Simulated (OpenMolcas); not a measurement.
# Pm³⁺ among point charges: CASSCF levels and susceptibility

Aim: the splitting of the states of Pm³⁺ in the field of 8 point charges, its lowest levels with spin-orbit coupling and its magnetic susceptibility.

Method: state-averaged CASSCF, spin-orbit coupling by RASSI with atomic mean-field integrals. Code: OpenMolcas 26.06.

## 1. Starting point

| Property | Result |
| --- | --- |
| Species | Pm³⁺ (promethium, Z = 61, 58 electrons) |
| Basis | ANO-RCC-VDZP [7s6p4d2f1g], 68 functions |
| Scalar Hamiltonian | DKH2, point nucleus |
| Inactive shells | 1s 2s 2p 3s 3p 3d 4s 4p 4d 5s 5p |
| Active space | 4 electrons in 7 orbitals (4f) |
| Some configurations of this space | 4f⁴ |
| Orbitals | optimised for the highest spin of each parity, averaged over all roots |

Outer shells as boxes (Hund's rule):

4f4
```
4f [↑ ][↑ ][↑ ][↑ ][  ][  ][  ]
```

The ion sits among 8 point charges of -2 e arranged as a hexagonal bipyramid (D6h), 2.4 Å from the ion, with the axial distance 2.088 Å.

The work runs as a chain of OpenMolcas steps in one folder; each step below is one input file. Labels, J, g values, rates, χT and fits are worked out afterwards by a script from the matrices that RASSI stores. The input lists half of the charges; inversion (Group=XYZ) makes the rest.

## 2. One- and two-electron integrals

Input file a.inp:

```
&GATEWAY
Coord
1

Pm 0.0 0.0 0.0
Basis=ANO-RCC-VDZP
Group=XYZ
NoMove
AngMom=0.0 0.0 0.0
AMFI
XField
4 Angstrom 0
2.400000 0.000000 0.000000 -2.000000
1.200000 2.078461 0.000000 -2.000000
1.200000 -2.078461 0.000000 -2.000000
0.000000 0.000000 2.088000 -2.000000
&SEWARD
```

Launch:

```console
OMP_NUM_THREADS=1 MOLCAS_MEM=2252 MOLCAS_PROJECT=a pymolcas a.inp > a.log
```

## 3. Reference wave functions, quintets of even parity, 35 roots

Input file a.inp:

```
&RASSCF
FileOrb=start.orb
Symmetry=1
Spin=5
nActEl=4 0 0
Inactive=15 12
Ras2=0 7
CIRoot=35 35 1
SDav=35
CIMx=300
Iter=120 100
PrWF=0.3
OrbListing=Nothing
MaxOrb=0
>>> COPY $Project.JobIph JOB001
```

start.orb holds the contracted functions of the basis, ordered by shell, or the orbitals of the step before.

## 4. Reference wave functions, triplets of even parity, 162 roots

Input file a.inp:

```
&RASSCF
FileOrb=start.orb
Symmetry=1
Spin=3
nActEl=4 0 0
Inactive=15 12
Ras2=0 7
CIRoot=162 162 1
SDav=210
CIMx=300
Iter=120 100
PrWF=0.3
OrbListing=Nothing
MaxOrb=0
CIOnly
>>> COPY $Project.JobIph JOB002
```

## 5. Reference wave functions, singlets of even parity, 162 roots

Input file a.inp:

```
&RASSCF
FileOrb=start.orb
Symmetry=1
Spin=1
nActEl=4 0 0
Inactive=15 12
Ras2=0 7
CIRoot=162 162 1
SDav=196
CIMx=300
Iter=120 100
PrWF=0.3
OrbListing=Nothing
MaxOrb=0
CIOnly
>>> COPY $Project.JobIph JOB003
```

## 6. State interaction with spin-orbit coupling

Input file a.inp:

```
&RASSI
NrOfJobIphs=3 33 106 31
1 2 3 4 5 6 7 8 9 10 11 12 13 14 15 16 17 18 19 20 21 22 23 24 25 26 27
28 29 30 31 32 33
1 2 3 4 5 6 7 8 9 10 11 12 13 14 15 16 17 18 19 20 21 22 23 24 25 26 27
28 29 30 31 32 33 34 35 36 37 38 39 40 41 42 43 44 45 46 47 48 49 50 51
52 53 54 55 56 57 58 59 60 61 62 63 64 65 66 67 68 69 70 71 72 73 74 75
76 77 78 79 80 81 82 83 84 85 86 87 88 89 90 91 92 93 94 95 96 97 98 99
100 101 102 103 104 105 106
1 2 3 4 5 6 7 8 9 10 11 12 13 14 15 16 17 18 19 20 21 22 23 24 25 26 27
28 29 30 31
IphNames
JOB001
JOB002
JOB003
EJob
SpinOrbit
DIPRint=1.0
SOCoupling=1000.0
Subsets=2
Property=9
'ANGMOM' 1 'ANGMOM' 2 'ANGMOM' 3 'MLTPL  1' 1 'MLTPL  1' 2 'MLTPL  1' 3
'AMFI' 1 'AMFI' 2 'AMFI' 3
SOProperty=3
'ANGMOM' 1 'ANGMOM' 2 'ANGMOM' 3
```

Before running it: what results should come out? Wanted: spin-free ground state; first state of the same spin within the active space; lowest level; next level.

The runs gave:

| quantity | value |
| --- | --- |
| method | CASSCF |
| spin-free ground state | quintet, 2-fold in its orbital part |
| first state of the same spin within the active space | quintet at 8.97 cm⁻¹ |
| lowest level | 1-fold |
| next level | 70.9 cm⁻¹ |
| χT at 300 K | 0.93 cm³ K/mol |
| effective moment at 300 K | 2.73 μB |

The spin-free ground state (quintet) comes to 100 % from free-ion I terms and keeps the highest spin of the shell. The triplets, singlets rest on orbitals optimised for another spin in at least one step, which raises them against the optimised states. Not all states of the active space went into the spin-orbit step. High states of lower spin are left out of the spin-orbit mixing, and CASSCF puts spin-flip levels too high. This is an electrostatic model: the charges have no orbitals.
